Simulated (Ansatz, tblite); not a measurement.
# B(THF)H3 (C4H11BO): charged states by level of theory

One table from this session's results is given with a row withheld; the runs are named, their logs left out.

The runs use Ansatz 0.2.0, Gaussian basis; as each input shows.

Levels to be run: charge +1 doublet, at the geometry of the singlet (PBE0-D4/def2-TZVP, PBE-D4/def2-TZVP, LC-ωPBE/def2-TZVP, CCSD(T)/def2-SVP); charge -1 doublet, at the geometry of the singlet (PBE0-D4/def2-TZVPD, PBE-D4/def2-TZVPD, LC-ωPBE/def2-TZVPD); the starting singlet's energies come from earlier runs.

2 further runs of the same task are left out: 2 set aside as unsound or not needed.

**The geometry**

The singlet was relaxed beforehand with PBE-D4/def2-SVP.

17 atoms, charge 0, spin multiplicity 1.

Atoms are counted from 1 here; the program's logs count them from 0.

Bond lengths: B1–O2 1.627 Å, B1–H15 1.228 Å, B1–H16 1.228 Å, B1–H17 1.237 Å, O2–C3 1.455 Å, O2–C6 1.465 Å, C3–C4 1.520 Å, C3–H7 1.106 Å, C3–H8 1.112 Å, C4–C5 1.538 Å, C4–H9 1.107 Å, C4–H10 1.110 Å, C5–C6 1.531 Å, C5–H11 1.109 Å, C5–H12 1.107 Å, C6–H13 1.107 Å, C6–H14 1.109 Å. Angles: O2–B1–H15 103.7°, O2–B1–H16 103.8°, O2–B1–H17 104.6°, H15–B1–H16 114.4°, H15–B1–H17 114.3°, H16–B1–H17 114.3°, B1–O2–C3 117.3°, B1–O2–C6 117.1°, C3–O2–C6 110.3°, O2–C3–C4 103.3°, O2–C3–H7 106.8°, O2–C3–H8 108.4°, C4–C3–H7 115.8°, C4–C3–H8 112.7°, H7–C3–H8 109.2°, C3–C4–C5 101.7°, C3–C4–H9 112.4°, C3–C4–H10 110.5° and more.

Set-up of the first run:

in.yaml reads:

```yaml
crystal:
  periodic: [false, false, false]
  atoms:
    - {symbol: B, position_ang: [0.384705, 0.710509, -2.086535]}
    - {symbol: O, position_ang: [0.299651, 0.553813, -0.469422]}
    - {symbol: C, position_ang: [1.073830, -0.518310, 0.137876]}
    - {symbol: C, position_ang: [0.469659, -0.643837, 1.527303]}
    - {symbol: C, position_ang: [-1.026661, -0.439697, 1.235677]}
    - {symbol: C, position_ang: [-1.030595, 0.629592, 0.140470]}
    - {symbol: H, position_ang: [2.134455, -0.208260, 0.100998]}
    - {symbol: H, position_ang: [0.939928, -1.437497, -0.473809]}
    - {symbol: H, position_ang: [0.692447, -1.621309, 1.996867]}
    - {symbol: H, position_ang: [0.858190, 0.154475, 2.193189]}
    - {symbol: H, position_ang: [-1.469953, -1.382073, 0.853367]}
    - {symbol: H, position_ang: [-1.607739, -0.130767, 2.126056]}
    - {symbol: H, position_ang: [-1.776835, 0.455210, -0.658644]}
    - {symbol: H, position_ang: [-1.142312, 1.662847, 0.526507]}
    - {symbol: H, position_ang: [1.591726, 0.724597, -2.314405]}
    - {symbol: H, position_ang: [-0.186549, 1.774791, -2.308590]}
    - {symbol: H, position_ang: [-0.203938, -0.284094, -2.526898]}
basis:
  gaussian: {orbitals: def2-TZVP}
total_charge: 1
magnetization: {spin_polarized: true, initial_magnetization: 1}
hamiltonian: {xc: pbe0, dispersion: d4}
scf: {omitted_lower_state_checks: [starts]}
output: {orbitals: {seedname: orbitals}}
```

Started as:

```sh
$ ansatz run in.yaml --threads 2 --pin off --events-out ev --progress --plain --max-ram 32768MiB --backend cpu
```

Steps of the session up to this table: Charge +1 doublet at the fixed geometry, PBE0-D4/def2-TZVP; Charge +1 doublet at the fixed geometry, PBE-D4/def2-TZVP; Charge +1 doublet at the fixed geometry, LC-ωPBE/def2-TZVP; Charge +1 doublet at the fixed geometry, CCSD(T)/def2-SVP.

One table of the session follows, with a row left open; its other results are not shown here.

It belongs to the step «Vertical ionisation energy». 

| method | vertical ionisation energy (eV) |
| --- | --- |
| HF/def2-SVP | 9.49 |
| PBE-D4/def2-TZVP | 9.37 |
| PBE0-D4/def2-TZVP | ? |
| LC-ωPBE/def2-TZVP | 10.05 |
| MP2/def2-SVP | 10.08 |
| CCSD/def2-SVP | 10.02 |
| CCSD(T)/def2-SVP | 9.98 |

**Question.** Estimate the row for PBE0-D4/def2-TZVP.

As computed: vertical ionisation energy (eV): 9.75. In the column «vertical ionisation energy (eV)» it lies between HF/def2-SVP (9.49) and CCSD(T)/def2-SVP (9.98).
